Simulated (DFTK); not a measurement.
Runs of DFTK 0.8.2 on HfIn4SiO6. The typed cell holds 12 atoms: a = 5.699 Å, b = 6.149 Å, c = 7.308 Å, α = 98.49°, β = 111.85°, γ = 96.55°. The cell was built by a generator and needn't be a form met in nature.

```csv
task,level,potentials or basis,k mesh,cutoff (eV),smearing,gap on the mesh (eV),pressure (GPa),largest force (eV/Å)
single point,PBE,dojo.nc.sr.pbe.v0_4_1.standard.upf (PBE),2 × 2 × 2,1143,methfessel-paxton order 2 0.1 eV,1.14,-0.3,0.26
band structure,PBEsol,SPMS 1.0 (PBE),3 × 3 × 2,1225,fermi-dirac 0.05 eV,(a),-3.1,0.32
single point,PBE,dojo.nc.sr.pbe.v0_4_1.standard.upf (PBE),2 × 2 × 2,1143,fermi-dirac 0.1 eV,1.14,-0.3,0.26
single point,PBE,dojo.nc.sr.pbe.v0_4_1.standard.upf (PBE),2 × 2 × 2,1143,cold 0.1 eV,1.14,-0.3,0.26
single point,PBE,dojo.nc.sr.pbe.v0_4_1.standard.upf (PBE),2 × 2 × 2,1143,gaussian 0.1 eV,1.14,-0.3,0.26
single point,PBE,dojo.nc.sr.pbe.v0_4_1.standard.upf (PBE),2 × 2 × 2,1143,methfessel-paxton order 1 0.1 eV,1.14,-0.3,0.26
```

Alike in all rows: no spin polarisation; cell as given; the mesh is coarse, so values aren't converged.

Problem. Estimate the missing entries.

Solution. (a) 0.93.

Caveats: all runs use coarse meshes; spin-orbit coupling is left out, which moves the levels of the heavy elements; the potentials were made for another functional, which shifts forces and pressure (some runs).

A k mesh can miss the band edges, and the runs leave out spin-orbit coupling on Hf, In.
